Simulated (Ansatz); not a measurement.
BPd4:

```xyz
5
Lattice="2.8920 0.0000 0.0000 0.0000 4.3650 0.0000 0.0000 0.0000 5.8563" Properties=species:S:1:pos:R:3 pbc="T T T"
Pd    1.4460    0.0000    1.1571
Pd    0.0000    0.0000    3.6278
Pd    0.0000    2.1825    1.9277
Pd    1.4460    2.1825    5.0807
B     1.4460    0.0000    5.0553
```

The cell comes from a database or a generator and needn't be the stable form of this composition.

- Program: Ansatz 0.2.0
- Task: single point
- Functional: PBE
- Potentials or basis: Ansatz PAW
- Cutoff: 420 eV (not typed: the program's choice for these potentials)
- k mesh: 9 × 6 × 5
- Occupations: fermi-dirac, width 0.05 eV
- Spin: no spin polarisation

On this cell: pressure -1.2 GPa; largest force 0.271 eV/Å; band gap on the k mesh none (metal or under the smearing width).

The same run follows on a disturbed copy (atoms moved at random, drawn with an rms of 0.05 Å):

```xyz
5
Lattice="2.8920 0.0000 0.0000 0.0000 4.3650 0.0000 0.0000 0.0000 5.8563" Properties=species:S:1:pos:R:3 pbc="T T T"
Pd    1.4454   -0.0058    1.1594
Pd    0.0209   -0.0711    3.5470
Pd    0.0026    2.2637    1.8912
Pd    1.4519    2.1975    5.0629
B     1.4381   -0.0235    5.0676
```

Q: What does the disturbed cell give?

A: The energy (extrapolated to zero smearing) moves by +27.9 meV/atom; pressure -1.1 GPa; largest force 1.427 eV/Å; band gap on the k mesh none (metal or under the smearing width).

Forces in eV/Å, atoms in the order of the input:
```
Pd   0.032  0.783 -0.502
Pd  -0.102  0.686  1.247
Pd  -0.023 -1.262 -0.113
Pd   0.016 -0.346  0.052
B    0.076  0.139 -0.684
```

Stress tensor (GPa, compression positive):
```
-2.87  0.02  0.29
 0.02  0.85  0.39
 0.29  0.39 -1.35
```
